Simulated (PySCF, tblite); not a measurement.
**C₈H₁₀N₂Si: geometry, infrared bands and NMR shifts**

What infrared bands and NMR shifts should C₈H₁₀N₂Si (`C#Cc1c(CC)cnnc1[SiH3]`) show?

The runs use tblite 0.8.0 and PySCF 2.14.0, with density-fitted response routines of our own; the level of theory stands in each step. All values are computed, except where a source is named. Atoms are numbered from 0 throughout.

## (1) Starting geometry

21 atoms, charge 0, multiplicity 1; geometry from: force field or distance geometry start.

Bonds of the start (Å): C0–C1 1.21, C1–C2 1.45, C2–C3 1.39, C3–C4 1.49, C4–C5 1.52, C3–C6 1.39, C6–N7 1.37, N7–N8 1.33, N8–C9 1.36, C9–Si10 1.84, C9–C2 1.39, C0–H11 1.06, C4–H12 1.10, C4–H13 1.14, C5–H14 1.12, C5–H15 1.12, C5–H16 1.11, C6–H17 1.08, Si10–H18 1.48, Si10–H19 1.49, Si10–H20 1.48.

## (2) Relaxing the molecule with GFN2-xTB

The job: settings as JSON, then the geometry in Å.

```
{"job": {"kind": "relax", "xc": "GFN2-xTB", "basis": "xTB"}, "charge": 0, "multiplicity": 1}
C      0.182900     2.452900     0.933900
C      0.293900     1.367400     0.418500
C      0.465700     0.063000    -0.182900
C     -0.613000    -0.637800    -0.717100
C     -1.976400    -0.050800    -0.638800
C     -2.530700    -0.212300     0.765900
C     -0.402100    -1.883000    -1.287300
N      0.865300    -2.396900    -1.328600
N      1.905500    -1.731400    -0.832900
C      1.725300    -0.509300    -0.258800
Si     3.127600     0.464400     0.423400
H      0.070400     3.412800     1.378400
H     -2.687700    -0.462600    -1.366800
H     -1.795100     1.061600    -0.808600
H     -3.071100    -1.187700     0.880500
H     -1.747500    -0.090900     1.558100
H     -3.290000     0.591700     0.857200
H     -1.187800    -2.495900    -1.706800
H      3.898100     1.142700    -0.638200
H      4.073700    -0.398400     1.191900
H      2.684100     1.517100     1.358500
```

On the command line:

```sh
OMP_NUM_THREADS=1 python probes_run.py task.json out
```

The driver reads the jobs from task.json and runs them one after another.

**Question.** This job is followed by: GFN2-xTB harmonic vibrations, gas phase; GIAO PBE0/pcSseg-1 NMR shielding, non-relativistic, gas phase. Predict these results of the whole session: strongest single infrared mode (GFN2-xTB); zero-point energy (GFN2-xTB); ¹³C shifts against TMS (PBE0/pcSseg-1); ¹H shifts against TMS (PBE0/pcSseg-1, means over atoms taken as alike); ¹⁵N shifts against NH3 (PBE0/pcSseg-1); ²⁹Si shifts against TMS (PBE0/pcSseg-1).

As calculated:

| quantity | value |
| --- | --- |
| strongest single infrared mode (GFN2-xTB) | 767 cm⁻¹, 354 km/mol |
| zero-point energy (GFN2-xTB) | 95.1 kcal/mol |
| ¹³C shifts against TMS (PBE0/pcSseg-1) | 167.7, 154.6, 148.2, 129.4, 103.4, 84.0, 29.5, 18.8 ppm |
| ¹H shifts against TMS (PBE0/pcSseg-1, means over atoms taken as alike) | 9.47, 4.82, 3.60, 2.85, 1.26 ppm |
| ¹⁵N shifts against NH3 (PBE0/pcSseg-1) | 475.0, 470.2 ppm |
| ²⁹Si shifts against TMS (PBE0/pcSseg-1) | -71.1 ppm |

In words: Over 129 steps the energy fell by 0.619 eV; of the close pairs, C9–Si10 changed most, 1.838 to 1.892 Å. All 57 modes are real, so the xTB geometry is a minimum. The strongest single mode, at 767 cm⁻¹, is spread over several atoms, H20, H19, H18 among them. Unscaled tight-binding wavenumbers are off by several per cent, some by more. Its intensities can rank the bands wrongly. NICS(1)zz of -26 ppm above the planar ring from C2 marks a diatropic (aromatic) ring current.
